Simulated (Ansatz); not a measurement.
**C₂H₆GaN: one species, many methods**

The task here is to estimate one member of a computed series from the others.

Computed with Ansatz 0.2.0, Gaussian basis. Level: functionals in def2-TZVPP, the program's frozen cores in correlated methods.

Levels to be run: PBE-D4, r2SCAN-D4, PBE0-D4, B3LYP-D4, ωB97X-V, ωB97M-V, B2PLYP; CCSD(T)/def2-TZVPP; MP2/def2-QZVPP; extrapolation to the limit.

## The relaxed structure

An earlier PBE0-D4 in a triple-zeta def2 set relaxation fixed the geometry.

10 atoms, charge 0, spin multiplicity 1.

Atoms are counted from 1 here; the program's logs count them from 0.

Bond lengths: C1–N2 1.442 Å, C1–H5 1.090 Å, C1–H6 1.094 Å, C1–H7 1.100 Å, N2–C3 1.275 Å, C3–H8 1.099 Å, C3–H9 1.089 Å, Ga4–H10 1.660 Å. Angles: N2–C1–H5 109.6°, N2–C1–H6 108.2°, N2–C1–H7 113.6°, H5–C1–H6 107.2°, H5–C1–H7 109.6°, H6–C1–H7 108.4°, C1–N2–C3 117.4°, N2–C3–H8 123.5°, N2–C3–H9 119.4°, H8–C3–H9 116.8°.

Set-up of the first run:

The input, in.yaml:

```yaml
crystal:
  periodic: [false, false, false]
  atoms:
    - {symbol: C, position_ang: [-1.116258, 0.480358, -0.268132]}
    - {symbol: N, position_ang: [-0.343853, -0.686348, 0.081070]}
    - {symbol: C, position_ang: [0.460220, -0.585245, 1.065612]}
    - {symbol: Ga, position_ang: [2.267446, -0.155802, -0.760054]}
    - {symbol: H, position_ang: [-1.064705, 0.645103, -1.344851]}
    - {symbol: H, position_ang: [-2.163739, 0.282445, -0.020879]}
    - {symbol: H, position_ang: [-0.800835, 1.392088, 0.259865]}
    - {symbol: H, position_ang: [0.583297, 0.333240, 1.655996]}
    - {symbol: H, position_ang: [0.983467, -1.471898, 1.421198]}
    - {symbol: H, position_ang: [1.278059, -0.284941, -2.086924]}
basis:
  gaussian: {orbitals: def2-TZVPP}
hamiltonian: {xc: pbe, dispersion: d4}
output: {forces: true, orbitals: {seedname: orbitals}}
```

Started as:

```console
> ansatz run in.yaml --threads 4 --pin off --events-out ev --progress --plain --max-ram 10444MiB
```

Steps of the session up to this table: PBE-D4 (GGA); r2SCAN-D4 (meta-GGA); PBE0-D4 (hybrid); B3LYP-D4 (hybrid); ωB97X-V (range-separated); ωB97M-V (range-separated); B2PLYP (double hybrid); CCSD(T) in def2-TZVPP; MP2 in def2-QZVPP.

One table of the session follows, with a row left open; its other results are not shown here.

| method | atomisation energy (eV) |
| --- | --- |
| PBE-D4 | 35.792 |
| r2SCAN-D4 | 34.834 |
| PBE0-D4 | ? |
| B3LYP-D4 | 35.090 |
| ωB97X-V | 34.864 |
| ωB97M-V | 34.914 |
| B2PLYP | 34.520 |
| HF/def2-TZVPP | 24.356 |
| MP2/def2-TZVPP | 34.183 |
| CCSD/def2-TZVPP | 33.365 |
| CCSD(T)/def2-TZVPP | 33.948 |
| MP2/CBS | 35.078 |
| CCSD(T)/CBS | 34.842 |

Q: Estimate the row for PBE0-D4 from the others.

**Answer.** atomisation energy (eV): 34.960. In the column «atomisation energy (eV)» it lies between ωB97M-V (34.914) and MP2/CBS (35.078).
